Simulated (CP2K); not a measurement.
# Mo: work function with PBE

The system is Mo, a slab with vacuum.

```
Mo
1.0
     2.72105    0.00000    0.00000
    -0.90702    2.56543    0.00000
     0.00000    0.00000   23.88692
Mo
5
Direct
  0.50000 0.50000 0.31398
  0.00000 0.00000 0.40699
  0.50000 0.50000 0.50000
  0.00000 0.00000 0.59301
  0.50000 0.50000 0.68602
```

The cell isn't the ideal one: the (1 1 0) slab of Mo, cut from the database cell, not relaxed.

```json
{
 "Program": "CP2K 2026.2",
 "Task": "work function",
 "Functional": "PBE",
 "Potentials or basis": "POTENTIAL_UZH Mo GTH-PBE-q14; TZVP-MOLOPT-PBE-GTH basis",
 "Density cutoff": "6123 eV",
 "k mesh": "10 × 10 × 1",
 "Occupations": "fermi-dirac, width 0.05 eV",
 "Spin": "no spin polarisation",
 "SCF solver": "diagonalisation with k points",
 "Quickstep method": "GPW",
 "EPS_DEFAULT": "1.0E-10",
 "EPS_SCF": "1.0E-6",
 "MAX_SCF": "100",
 "SCF_GUESS": "ATOMIC",
 "k points reduced by the point group": "yes",
 "Mesh centred on Gamma": "yes",
 "CHOLESKY": "OFF",
 "EPS_EIGVAL": "1.0E-7",
 "MIXING METHOD": "BROYDEN_MIXING",
 "MIXING ALPHA": "0.2",
 "NBUFFER": "8",
 "NGRIDS": "5",
 "Basis sets": "Mo TZVP-MOLOPT-PBE-GTH-q14",
 "Potentials": "Mo GTH-PBE-q14 of POTENTIAL_UZH",
 "ADDED_MOS": "[31]",
 "MPI ranks": "2",
 "REL_CUTOFF (Ry)": "60 Ry",
 "MIXING BETA (1/bohr)": "1.5 1/bohr",
 "CUTOFF of the grids": "450 Ry"
}
```

The largest force is 0.663 eV/Å, the band gap on the k mesh is none (metal or under the smearing width) and the work function is 4.77 eV. The work function of the upper face is 4.77 eV and the work function of the lower face is 4.77 eV.

Forces in eV/Å, atoms in the order of the input:
```
Mo   0.000  0.000  0.350
Mo   0.000  0.000 -0.663
Mo   0.000  0.000  0.000
Mo   0.000  0.000  0.663
Mo   0.000  0.000 -0.350
```

Levels at points of the mesh, in eV from the Fermi level:
| k point | band 32 | band 33 | band 34 | band 35 | band 36 | band 37 | band 38 | band 39 |
| --- | --- | --- | --- | --- | --- | --- | --- | --- |
| (0.00, 0.00, 0.00) | -1.53 | -1.44 | -1.13 | -0.80 | -0.13 | 0.37 | 1.08 | 1.22 |
| (0.00, 0.50, 0.00) | -0.74 | -0.09 | 0.88 | 1.41 | 1.43 | 1.45 | 1.71 | 1.75 |
| (0.50, 0.50, 0.00) | -0.48 | 0.52 | 0.53 | 0.77 | 1.31 | 1.42 | 1.78 | 2.60 |

Wall time 2.4 min on 2 MPI ranks on Arm Neoverse V1, on a shared host.

Caveat: the basis of atomic orbitals isn't converged, which shifts pressures, moduli and gaps.
